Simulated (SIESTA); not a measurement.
Zn3Ag2 in SIESTA: convergence with k mesh

Input of the first run (k mesh 3 × 3 × 1); the others differ in this setting and in those tied to it:

File Zn3Ag2.fdf:

```
SystemName                      Zn3Ag2
SystemLabel                     Zn3Ag2
NumberOfSpecies                 2
NumberOfAtoms                   5
%block ChemicalSpeciesLabel
  1  30 Zn
  2  47 Ag
%endblock ChemicalSpeciesLabel

LatticeConstant                 1.0 Ang
%block LatticeVectors
     2.8722559075     0.0000000000     0.0000000000
     1.4357104461     2.4876875835     0.0000000000
     0.0000000000     0.0000000000    23.8351032736
%endblock LatticeVectors
AtomicCoordinatesFormat         Fractional
%block AtomicCoordinatesAndAtomicSpecies
     0.6739752025     0.6739752025     0.3146619469  1  Zn
     0.3435403454     0.3435403454     0.4073313701  2  Ag
     0.6798123832     0.6798123832     0.5000000000  1  Zn
     0.3493775260     0.3493775260     0.5926694232  2  Ag
     0.6856495639     0.6856495639     0.6853380531  1  Zn
%endblock AtomicCoordinatesAndAtomicSpecies

%block kgrid.MonkhorstPack
    3   0   0  0.0
    0   3   0  0.0
    0   0   1  0.0
%endblock kgrid.MonkhorstPack
XC.Functional                   LDA
XC.Authors                      PW92
PAO.BasisSize                   DZP
PAO.EnergyShift                 0.003 Ry
Mesh.Cutoff                     800 Ry
OccupationFunction              FD
ElectronicTemperature           0.05 eV
Slab.DipoleCorrection           vacuum
MaxSCFIterations                120
SCF.MustConverge                false
SCF.Mixer.Method                Pulay
SCF.Mixer.Weight                0.25
SCF.Mixer.History               8
SCF.DM.Tolerance                5.0e-05
SCF.H.Tolerance                 1.0e-03 eV
WriteForces                     true
Charge.Mulliken                 end
%block PAO.Basis
  Zn 5
  n=3 0 2
    2.281 0.000
  n=4 0 2
    6.292 0.000
  n=3 1 2
    2.537 0.000
  n=4 1 1
    6.292
  n=3 2 2
    4.164 0.000
  Ag 5
  n=4 0 2
    2.727 0.000
  n=5 0 2
    7.811 0.000
  n=4 1 2
    3.107 0.000
  n=5 1 1
    7.811
  n=4 2 2
    5.129 0.000
%endblock PAO.Basis
```

Potentials or basis: PseudoDojo 0.4 standard (LDA files), DZP (energy shift 0.003 Ry; two zetas on semicore shells).

Launch:

```bash
$ siesta < Zn3Ag2.fdf > Zn3Ag2.out 2>&1
```

Hardware: 1 thread of Arm Neoverse V2, with other jobs on the host.

```csv
k mesh,"energy less the tightest run, at zero smearing (meV/atom)",largest force (eV/Å),SCF cycles,CPU time (s),peak memory (GiB)
3 × 3 × 1,130.03,0.527,18,58,0.45
4 × 4 × 1,-45.50,0.478,14,51,0.45
6 × 6 × 1,-23.27,0.140,14,53,0.45
8 × 8 × 1,2.01,0.328,16,60,0.45
9 × 9 × 1,-1.17,0.270,13,53,0.45
11 × 11 × 1,1.75,0.257,16,64,0.45
14 × 14 × 1,0.00,0.272,13,63,0.45
```

Not settled before the last step: the energy (to 1 meV/atom), the largest force (to 0.005 eV/Å). Meshes of other sizes hit other points, so gaps and Fermi surfaces needn't settle smoothly. The tightest run that finished is the yardstick and may itself not be fully converged.

Caveat, for the tightest run too: the valence orbitals were made in a potential fitted to the semicore shell under them, which widens gaps by tenths of an eV or more; the basis of atomic orbitals isn't converged, which shifts pressures, moduli and gaps.
